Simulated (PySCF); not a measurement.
# H3HgN (Hg(NH3)2+): the cost of one run

The runs use PySCF 2.14.0; several levels, as the steps say, no spin–orbit coupling.

1 further run of the same task is left out (for a known fault of the program).

### Step 1. The system as given

5 atoms, charge 2, spin multiplicity 1.

Bond lengths: Hg1–N2 2.132 Å, N2–H3 1.038 Å, N2–H4 1.038 Å, N2–H5 1.038 Å. Angles: Hg1–N2–H3 110.3°, Hg1–N2–H4 110.3°, Hg1–N2–H5 110.3°, H3–N2–H4 108.6°, H3–N2–H5 108.6°, H4–N2–H5 108.6°.

Geometry (Å):

```xyz
5
charge 2, multiplicity 1
Hg    0.00000    0.00000   -0.15695
N     0.00000    0.00000    1.97483
H     0.97310    0.00004    2.33484
H    -0.48658    0.84271    2.33484
H    -0.48652   -0.84275    2.33484
```

Formal oxidation states: Hg +2. An earlier session relaxed this geometry at PBE0, Hg def2-SVP with ECP60, N def2-SVP, H def2-SVP (singlet, point group C3v).

At PBE0 on the finer grid: E = -209.111317 Eh, HOMO -23.65 eV, LUMO -17.20 eV, Mulliken charge on Hg1 +1.36 e, largest force component 0.003 eV/Å. 

Levels to run: wB97X; PBE; PBE0, TZVP. Hardware: 2 threads of Intel Xeon Platinum 8259CL at 2.50GHz (Skylake/Cascade Lake), shared host.

### Step 2. wB97X

Contents of run.py (the lines that set the calculation):

```python
mol = gto.M(atom='''
Hg     0.00000     0.00000    -0.15695
N      0.00000     0.00000     1.97483
H      0.97310     0.00004     2.33484
H     -0.48658     0.84271     2.33484
H     -0.48652    -0.84275     2.33484''',
    basis={'Hg': 'def2-SVP', 'N': 'def2-SVP', 'H': 'def2-SVP'},
    ecp={'Hg': 'def2-SVP'},
    charge=2, spin=0)
mf = dft.RKS(mol, xc='WB97X')
mf.grids.atom_grid = (75, 302)
mf = mf.density_fit()  # fitting sets: Hg def2-universal-JKFIT, N def2-universal-JKFIT, H def2-universal-JKFIT
mf.conv_tol = 1e-08; mf.max_cycle = 55
mf.kernel(dm0)  # dm0: the density of the relaxed state
```

The run is started by

```sh
OMP_NUM_THREADS=2 python run.py
```

**Question.** How long does this run take on 2 threads of Intel Xeon Platinum 8259CL at 2.50GHz (Skylake/Cascade Lake), shared host?

About 3 s.
